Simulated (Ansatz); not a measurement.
**CAM-B3LYP/STO-3G run of SnH2 (SMILES [H][Sn][H])**

Aim: the electronic atomisation energy of SnH2 at CAM-B3LYP/STO-3G, from 3 runs. 

The calculation is run with Ansatz 0.2.0.

32 further runs of the same task are left out: 2 that didn't finish, 30 set aside as unsound or not needed.

### 1 The molecule

The species is SnH2 (3 atoms), meant as a singlet with charge 0. SMILES: `[H][Sn][H]`. The shape comes from GFN2-xTB, which is rough for such elements, and wasn't checked as a minimum.

Bond lengths: Sn1–H2 1.800 Å, Sn1–H3 1.800 Å. Angles: H2–Sn1–H3 87.0°.

### 2 A single-point energy at CAM-B3LYP/STO-3G

File run.yaml:

```yaml
crystal:
  periodic: [false, false, false]
  atoms:
    - symbol: Sn
      position_ang: [0.005160, -0.008860, -0.870070]
    - symbol: H
      position_ang: [1.236480, -0.017770, 0.442810]
    - symbol: H
      position_ang: [-1.241640, 0.026630, 0.427260]
basis:
  gaussian: {orbitals: STO-3G}
accuracy: high
hamiltonian: {xc: {name: CAM-B3LYP}}
```

Command:

```console
$ ansatz run run.yaml --threads 1 --pin off --max-ram 2610MiB --events-out events.jsonl --progress --plain --runs-dir runs
```

What it wrote:

```text
Warning: RAYON_NUM_THREADS=1 ignored (pool sized by the plan → 1); use --threads N
Functional definition: CAM-B3LYP
  name "CAM-B3LYP"
  parameter alpha = 0.19
  parameter beta = 0.46
  parameter omega = 0.33/bohr
  parameter ac = 0.81
  exchange = (1 - alpha - beta)*b88_x + beta*b88_x_sr(omega) + alpha*exact_x + beta*exact_x_lr(omega)
  correlation = (1 - ac)*vwn5_c + ac*lyp_c
494 factors; integrals over basis functions are off by at most 5.0e-9 eV
107 factors; integrals over basis functions are off by at most 6.0e-10 eV
mean field evaluation 1: about -162359.5215 eV, gradient 7.0e0 eV
mean field evaluation 2: about -162359.7757 eV, gradient 2.6e0 eV
mean field evaluation 4: about -162359.8135 eV, gradient 1.4e-1 eV
mean field evaluation 8: about -162359.7822 eV, gradient 2.2e-4 eV
mean field evaluation 16: about -162359.7822 eV, gradient 4.0e-8 eV
mean field -162359.78217324 eV, -5966.6119434535 hartree, gradient 4.0e-8 eV, S^2 0.000000; 0 other end points of the search recorded, 0 dependent functions left out
reference -162359.78218482 eV, -5966.6119438792 hartree; 26, 26 occupied and 3, 3 virtual orbitals, 494 factors
Total energy: -162359.78218482 eV, -5966.6119438792 hartree
```

Run time: 1.5 s. Hardware: 1 thread of Arm Neoverse V1, shared host; peak memory 0.097 GiB.

### 3 The H atom, same level

File molecule.yaml:

```yaml
crystal:
  periodic: [false, false, false]
  atoms:
    - {symbol: H, position_ang: [0.000000, 0.000000, 0.000000]}
basis:
  gaussian:
    orbitals: STO-3G
hamiltonian:
  xc: {name: CAM-B3LYP}
accuracy: high
magnetization:
  spin_polarized: true
  initial_magnetization: 1
```

Run the same way, it converges to -0.46260 Eh (log not shown).

### 4 The Sn atom, same level

File run.yaml:

```yaml
basis:
  gaussian: {orbitals: STO-3G}
crystal:
  periodic: [false, false, false]
  atoms:
    - {symbol: Sn, position_ang: [0.000000, 0.000000, 0.000000]}
magnetization: {spin_polarized: true, initial_magnetization: 2}
hamiltonian: {xc: {name: CAM-B3LYP}}
accuracy: high
```

Run the same way, it converges to -5965.37129 Eh (log not shown).

### 5 Outcome

At CAM-B3LYP/STO-3G:

```
                     quantity           value
       molecule: total energy  -5966.61194 Eh
         H atom: total energy     -0.46260 Eh
                 H atom: ⟨S²⟩           0.750
        Sn atom: total energy  -5965.37129 Eh
                Sn atom: ⟨S²⟩           2.000
electronic atomisation energy        8.584 eV
```

What this shows: Taking the molecule apart into free atoms costs 8.58 eV (198 kcal/mol), before zero-point energy and without spin-orbit coupling. In a minimal basis such a difference can be off by several eV, whatever the method. Relativity is left out (molecule) although the molecule holds a heavy atom. Relativity is left out (Sn atom) although the molecule holds a heavy atom.
